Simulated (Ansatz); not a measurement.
# BGeP+ (doublet): the correlation ladder, cc-pVDZ

An exercise on one series of results from a longer session: the logs are not shown, and one member is left open.

The runs use Ansatz 0.2.0, Gaussian basis; cc-pVDZ, core rule «outside noble gas», up to 20 orbitals frozen.

The runs, in order: UHF; CCSD(T) on ROHF; CCSD(T) on UHF; BCCD(T) on ROHF; CISD; CCSDT(Q) on ROHF; CCSDT(Q) on UHF.

32 further runs of the same task are left out: 3 for a known fault of the program, 12 that didn't finish, 17 set aside as unsound or not needed.

## The system

The geometry is a PBE0/def2-TZVP stationary point (not a proven minimum) of the parent state, kept for this charge and spin. No spin-orbit coupling is included. The filled d shell of Ge may be among the frozen orbitals whatever the setting's name suggests; the logs give the count.

3 atoms, charge 1, spin multiplicity 2.

Atoms are counted from 1 here; the program's logs count them from 0.

Bond lengths: B1–Ge2 2.182 Å, B1–P3 1.788 Å, Ge2–P3 2.237 Å. Angles: Ge2–B1–P3 67.8°, B1–Ge2–P3 47.7°, B1–P3–Ge2 64.5°.

The first run:

File in.yaml:

```yaml
crystal:
  periodic: [false, false, false]
  atoms:
    - {symbol: B, position_ang: [0.000000, -1.356815, -0.905184]}
    - {symbol: Ge, position_ang: [0.000000, 0.055950, 0.757740]}
    - {symbol: P, position_ang: [0.000000, 0.342363, -1.461116]}
basis:
  gaussian: {orbitals: cc-pVDZ}
total_charge: 1
magnetization: {spin_polarized: true, initial_magnetization: 1}
hamiltonian: {xc: hf}
output: {orbitals: {seedname: orbitals}}
```

Started as:

```
$ ansatz run in.yaml --threads 1 --pin off --events-out ev --progress --plain --max-ram 2393MiB
```

Among the steps run: UHF; CCSD(T) on ROHF; CCSD(T) on UHF; BCCD(T) on ROHF; CISD; CCSDT(Q) on ROHF; CCSDT(Q) on UHF.

One of the session's tables, all rows but one given; the rest of the session is left out.

It belongs to the step «Misses and costs». 

| method | from RCCSDT(Q) (kcal/mol) |
| --- | --- |
| ROHF | +179.97 |
| UHF | +172.19 |
| RMP2 | +31.28 |
| UMP2 | +37.90 |
| CISD | +32.58 |
| RCCSD | +13.65 |
| UCCSD | +14.00 |
| RCCSD(T) | +2.22 |
| UCCSD(T) | +3.22 |
| BCCD(T) | +2.05 |
| RCCSDT | +1.09 |
| UCCSDT | +1.21 |
| RCCSDT(Q) | 0 |
| UCCSDT(Q) | ? |

Estimate the missing values for UCCSDT(Q).

**Answer.** from RCCSDT(Q) (kcal/mol): -0.20. In the column «from RCCSDT(Q) (kcal/mol)» it is the lowest.

Limits of these values: The determinant is far from a pure spin state, so its energy mixes those of several spin states (harmless only where they are near-degenerate, as at dissociation). Warnings: spin contamination; large T1 diagnostic. Restricted and unrestricted rows rest on different reference determinants; where their highest levels disagree by more than a few hundredths of an eV, they describe different states and don't form one ladder.
